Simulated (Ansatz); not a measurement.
The system is NiMoIrPdW.

```xyz
5
Lattice="4.1467 0.0000 0.0000 -2.0734 3.5911 0.0000 0.0000 0.0000 5.4163" Properties=species:S:1:pos:R:3 pbc="T T T"
Ni    0.0000    0.0000    0.1203
Mo    2.0734    1.1970    2.4913
Pd    0.0000    2.3941    4.0406
Ir    0.0000    2.3941    1.3888
W     2.0734    1.1970    5.4155
```

The cell was built by a generator and needn't be a form met in nature.

Base run:

- Program: Ansatz 0.2.0
- Functional: PBEsol
- Potentials or basis: all-electron LAPW, scalar-relativistic
- Cutoff: 343 eV (chosen from the basis error)
- Basis error allowed: 0.002 eV/atom
- k mesh: 5 × 5 × 4
- Occupations: fermi-dirac, width 0.05 eV
- Spin: collinear spin, ferromagnetic start
- Starting moments: [1.0, 1.0, 0.0, 0.6, 0.0] μB

Its results: pressure -7.9 GPa; net moment 0.00 μB per cell; largest force 0.268 eV/Å.

Question: The run is repeated on the same cell with these changes: functional from PBEsol to RPBE. What comes out?

Answer: Pressure 3.7 GPa; net moment 0.00 μB per cell; largest force 0.118 eV/Å.

RPBE binds less tightly than PBEsol, so the same cell stands under more pressure.

Caveats: the k mesh is thin for a metal, which can move the energy by tens of meV per atom; the starting moments weren't kept.
